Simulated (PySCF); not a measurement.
# HgF: from the state search to spectroscopic constants

The task here is to estimate one member of a computed series from the others.

The runs use PySCF 2.14.0; Hg def2-SVP with ECP60, F def2-SVP, scalar-relativistic core potentials.

Set-up of the first run:

A driver script around PySCF takes these settings:

```
atoms                         : Hg, F
charge                        : 0
basis                         : Hg def2-SVP with ECP60, F def2-SVP
Hamiltonian                   : scalar-relativistic core potentials
basis functions               : 46
electrons treated             : 29
masses in u                   : 201.9706, 18.9984
levels                        : PBE0, PBE, r²SCAN, BHandHLYP, PBEsol, MN15, ωB97X, HF, MP2, SCS-MP2, CCSD, CCSD(T)
grid                          : 80 radial by 434 angular points
occupations                   : held fixed by the projection of orbital angular momentum
dissociation limit            : Hg + F, each in its ground configuration
starting distance in angstrom : 1.990
values of 2S to try           : 1, 3
```

Command:

```
$ OMP_NUM_THREADS=1 python dia.py task.json out
```

Steps of the session up to this table: Set-up; The PBE0 curve of the state that the search chose; Other states along the same grid; PBE (GGA); r²SCAN (meta-GGA); BHandHLYP; PBEsol (GGA); MN15 (hybrid meta-GGA); ωB97X (range-separated hybrid); UHF; Adding correlation.

One of the session's tables, all rows but one given; the rest of the session is left out.

| level | Re (Å) | ωe (cm⁻¹) | De (eV) |
| --- | --- | --- | --- |
| UHF-CCSD | 2.043 | 458 | 0.71 |
| UHF-CCSD(T) | 2.047 | 458 | 0.78 |
| PBE | 2.084 | 408 | 1.60 |
| PBEsol | 2.053 | 438 | 1.81 |
| r²SCAN | ? | ? | ? |
| PBE0 | 2.058 | 427 | 1.24 |
| MN15 | 2.042 | 434 | 1.10 |
| BHandHLYP | 2.053 | 429 | 0.86 |
| ωB97X | 2.049 | 454 | 1.28 |

Q: Estimate the row for r²SCAN from the others.

As computed: Re (Å): 2.056; ωe (cm⁻¹): 433; De (eV): 1.46. In the column «Re (Å)» it lies between BHandHLYP (2.053) and PBE0 (2.058).

De is counted to Hg + F in their ground configurations.
